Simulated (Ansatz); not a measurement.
# F₂H₃NSi: one species, many methods

An exercise on one series of results from a longer session: the logs are not shown, and one member is left open.

The runs use Ansatz 0.2.0, Gaussian basis; functionals in def2-TZVPP, the program's frozen cores in correlated methods.

Levels to be run: LDA (SPW92), PBE-D4, revPBE-D4, BLYP-D4, r2SCAN-D4, B97M-V, PBE0-D4, B3LYP-D4, r2SCANh-D4, r2SCAN0-D4, HSE06-D4, BHLYP-D4, CAM-B3LYP-D4, LC-ωPBE, ωB97X-V, ωB97M-V, B2PLYP, PBE-QIDH; CCSD(T)/def2-SVP; CCSD(T)/def2-TZVPP; CCSD(T)/def2-QZVPP; extrapolation to the limit; RPA on PBE.

## Structure used throughout

All runs share one geometry, relaxed beforehand with PBE0-D4 in a triple-zeta def2 set.

7 atoms, charge 0, spin multiplicity 1.

Atoms are counted from 1 here; the program's logs count them from 0.

Bond lengths: N1–Si2 1.684 Å, N1–H5 1.006 Å, N1–H6 1.007 Å, Si2–F3 1.586 Å, Si2–F4 1.591 Å, Si2–H7 1.470 Å. Angles: Si2–N1–H5 121.4°, Si2–N1–H6 122.6°, H5–N1–H6 112.3°, N1–Si2–F3 108.1°, N1–Si2–F4 114.7°, N1–Si2–H7 110.9°, F3–Si2–F4 104.6°, F3–Si2–H7 111.4°, F4–Si2–H7 107.1°.

The first run:

The input, in.yaml:

```yaml
crystal:
  periodic: [false, false, false]
  atoms:
    - {symbol: N, position_ang: [-0.499292, 0.899307, -0.153994]}
    - {symbol: Si, position_ang: [0.397241, -0.509314, 0.062312]}
    - {symbol: F, position_ang: [0.976348, -0.503222, 1.539114]}
    - {symbol: F, position_ang: [-0.444964, -1.855327, -0.031935]}
    - {symbol: H, position_ang: [-0.711420, 1.250252, -1.072541]}
    - {symbol: H, position_ang: [-1.130062, 1.253869, 0.545680]}
    - {symbol: H, position_ang: [1.473349, -0.603566, -0.934436]}
basis:
  gaussian: {orbitals: def2-TZVPP}
hamiltonian: {xc: lda}
output: {orbitals: {seedname: orbitals}}
```

On the command line:

```console
> ansatz run in.yaml --threads 2 --pin off --events-out ev --progress --plain --max-ram 22528MiB --backend cpu
```

Steps of the session up to this table: LDA; PBE-D4 (GGA); revPBE-D4 (GGA); BLYP-D4 (GGA); r2SCAN-D4 (meta-GGA); B97M-V (meta-GGA); PBE0-D4 (hybrid); B3LYP-D4 (hybrid); r2SCANh-D4 (hybrid); r2SCAN0-D4 (hybrid); HSE06-D4 (hybrid); BHLYP-D4 (hybrid); CAM-B3LYP-D4 (range-separated); LC-ωPBE (range-separated); ωB97X-V (range-separated); ωB97M-V (range-separated); B2PLYP (double hybrid); PBE-QIDH (double hybrid).

One of the session's tables, all rows but one given; the rest of the session is left out.

| functional | HOMO (eV) | LUMO (eV) | gap (eV) |
| --- | --- | --- | --- |
| LDA (SPW92) | -7.03 | -0.22 | 6.81 |
| PBE-D4 | -6.84 | -0.09 | 6.74 |
| revPBE-D4 | -6.76 | -0.04 | 6.72 |
| BLYP-D4 | -6.71 | -0.14 | 6.57 |
| r2SCAN-D4 | -7.17 | 0.63 | 7.80 |
| B97M-V | -7.27 | 0.13 | 7.39 |
| PBE0-D4 | ? | ? | ? |
| B3LYP-D4 | -8.11 | 0.37 | 8.48 |
| r2SCANh-D4 | -7.75 | 0.88 | 8.62 |
| r2SCAN0-D4 | -8.62 | 1.23 | 9.84 |
| HSE06-D4 | -7.97 | 0.37 | 8.34 |
| BHLYP-D4 | -9.82 | 1.33 | 11.15 |
| CAM-B3LYP-D4 | -9.87 | 1.49 | 11.36 |
| LC-ωPBE | -11.33 | 2.83 | 14.16 |
| ωB97X-V | -10.91 | 2.64 | 13.55 |
| ωB97M-V | -10.81 | 2.15 | 12.96 |

**Question.** Estimate the row for PBE0-D4.

The run gave: HOMO (eV): -8.38; LUMO (eV): 0.74; gap (eV): 9.12. In the column «HOMO (eV)» it lies between r2SCAN0-D4 (-8.62) and B3LYP-D4 (-8.11).
